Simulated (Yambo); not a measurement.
An input for Yambo 5.3.0 (Pd):

Contents of optics5.in:

```
optics
chi
DipApproach= "Covariant"
Chimod= "IP"
% BndsRnXd
 1 | 24 |
%
% LongDrXd
 0 | 0 | 1 |
%
% QpntsRXd
 1 | 1 |
%
% EnRngeXd
 0 | 10 | eV
%
% DmRngeXd
 0.1 | 0.1 | eV
%
ETStpsXd= 150
```

scf.in

```
&CONTROL
  calculation = 'scf'
  prefix = 'pwscf'
  outdir = './tmp'
  pseudo_dir = './pseudo'
/
&SYSTEM
  ibrav = 0
  nat = 1
  ntyp = 1
  ecutwfc = 82
  nbnd = 15
  occupations = 'smearing'
  smearing = 'fd'
  degauss = 0.00367493
  force_symmorphic = .true.
/
&ELECTRONS
  conv_thr = 2d-10
  electron_maxstep = 120
  mixing_beta = 0.5
/
ATOMIC_SPECIES
Pd   106.4200 Pd.upf
CELL_PARAMETERS angstrom
   0.0000000000    1.9465000000    1.9465000000
   1.9465000000    0.0000000000    1.9465000000
   1.9465000000    1.9465000000    0.0000000000
ATOMIC_POSITIONS angstrom
Pd     0.0000000000    0.0000000000    0.0000000000
K_POINTS automatic
20 20 20 0 0 0
```

The input nscf.in:

```
&CONTROL
  calculation = 'nscf'
  prefix = 'pwscf'
  outdir = './tmp'
  pseudo_dir = './pseudo'
/
&SYSTEM
  ibrav = 0
  nat = 1
  ntyp = 1
  ecutwfc = 82
  nbnd = 39
  occupations = 'smearing'
  smearing = 'fd'
  degauss = 0.00367493
  force_symmorphic = .true.
/
&ELECTRONS
  conv_thr = 1d-08
  diago_full_acc = .true.
  diago_thr_init = 1d-06
/
ATOMIC_SPECIES
Pd   106.4200 Pd.upf
CELL_PARAMETERS angstrom
   0.0000000000    1.9465000000    1.9465000000
   1.9465000000    0.0000000000    1.9465000000
   1.9465000000    1.9465000000    0.0000000000
ATOMIC_POSITIONS angstrom
Pd     0.0000000000    0.0000000000    0.0000000000
K_POINTS automatic
20 20 20 0 0 0
```

Potentials or basis: PseudoDojo 0.4.1 SR PBE standard.

The run is started by

```sh
$ OMP_NUM_THREADS=1 pw.x -in scf.in > scf.out
$ OMP_NUM_THREADS=1 pw.x -in nscf.in > nscf.out
$ cd tmp/pwscf.save; p2y; mv SAVE ../..; cd ../..
$ OMP_NUM_THREADS=1 yambo
$ OMP_NUM_THREADS=1 yambo -F optics5.in -J optics5 -C optics5_out
```

Problem. Does this run start?

Solution. The run stopped without a result. It printed:

Yambo's report:

```text
[... sections 02.01 to 02.04 as in the set-up run ...]

  [02.05] Energies & Occupations
  ==============================

  [X] === General ===
  [X] Electronic Temperature                        :  0.258606E-1   300.100    [eV K]
  [X] Bosonic    Temperature                        :  0.258606E-1   300.100    [eV K]
  [X] Finite Temperature mode                       : yes
  [X] El. density                                   :  0.12203E+25 [cm-3]
[... 81 lines left out ...]

  [04.01] Setup: observables and procedures
  =========================================

   Smallest q vectors (crystal coordinates) :
        0.050000      0.050000      0.050000
   Smallest g0 vector in each direction: positive:   8   7   6
                                         negative:   3   4   5
   Lenght of G vectors in each direction:     1.47930330    1.47930330    1.47930330

  [ERROR] STOP signal received while in[04.01] Setup: observables and procedures

  [ERROR] Covariant dipoles not implemented for metals
```

Among its messages:

```text
[X] Metallic system
```
